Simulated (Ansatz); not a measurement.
# AlAsH (sextet): wave-function methods side by side, cc-pVDZ

The task here is to estimate one member of a computed series from the others.

Program: Ansatz 0.2.0, Gaussian basis. Level of theory: cc-pVDZ, core rule «outside noble gas», up to 19 orbitals frozen. These are calculated values, not measurements.

The runs, in order: UHF; CCSD(T) on ROHF; CCSD(T) on UHF; BCCD(T) on ROHF; CISD; CCSDT(Q) on ROHF; CCSDT(Q) on UHF; CCSDTQ on ROHF; CCSDTQ on UHF.

15 further runs of the same task are left out: 10 for a known fault of the program, 5 set aside as unsound or not needed.

## The geometry

The geometry is a PBE0/def2-TZVP stationary point (not a proven minimum) of the parent state, kept for this charge and spin. No spin-orbit coupling is included. The filled d shell of As may be among the frozen orbitals whatever the setting's name suggests; the logs give the count.

3 atoms, charge 0, spin multiplicity 6.

Atoms are counted from 1 here; the program's logs count them from 0.

Bond lengths: Al1–As2 2.506 Å, As2–H3 1.536 Å. Angles: Al1–As2–H3 97.9°.

Set-up of the first run:

File in.yaml:

```yaml
crystal:
  periodic: [false, false, false]
  atoms:
    - {symbol: Al, position_ang: [0.000000, 0.029431, 1.850804]}
    - {symbol: As, position_ang: [0.000000, -0.030581, -0.654394]}
    - {symbol: H, position_ang: [0.000000, 1.485283, -0.902155]}
basis:
  gaussian: {orbitals: cc-pVDZ}
magnetization: {spin_polarized: true, initial_magnetization: 5}
hamiltonian: {xc: hf}
output: {orbitals: {seedname: orbitals}}
```

Run with:

```
ansatz run in.yaml --threads 1 --pin off --events-out ev --progress --plain --max-ram 4096MiB --backend cpu
```

Steps of the session up to this table: UHF; CCSD(T) on ROHF; CCSD(T) on UHF; BCCD(T) on ROHF; CISD; CCSDT(Q) on ROHF; CCSDT(Q) on UHF; CCSDTQ on ROHF; CCSDTQ on UHF.

One of the session's tables, all rows but one given; the rest of the session is left out.

```
   method  from UCCSDTQ (kJ/mol)
     ROHF                 +328.0
      UHF                 +316.0
     RMP2                  +75.4
     UMP2                  +76.1
     CISD                  +23.1
    RCCSD                  +10.6
    UCCSD                   +9.5
 RCCSD(T)                      ?
 UCCSD(T)                   +2.3
  BCCD(T)                   +3.2
   RCCSDT                   +1.3
   UCCSDT                   +0.4
RCCSDT(Q)                   +1.0
UCCSDT(Q)                   +0.1
  RCCSDTQ                   +0.9
  UCCSDTQ                      0
```

Q: Estimate the row for RCCSD(T) from the others.

**Answer.** from UCCSDTQ (kJ/mol): +3.3. In the column «from UCCSDTQ (kJ/mol)» it lies between BCCD(T) (+3.2) and UCCSD (+9.5).

Caveats from the session: Restricted and unrestricted rows rest on different reference determinants; where their highest levels disagree by more than a few hundredths of an eV, they describe different states and don't form one ladder.
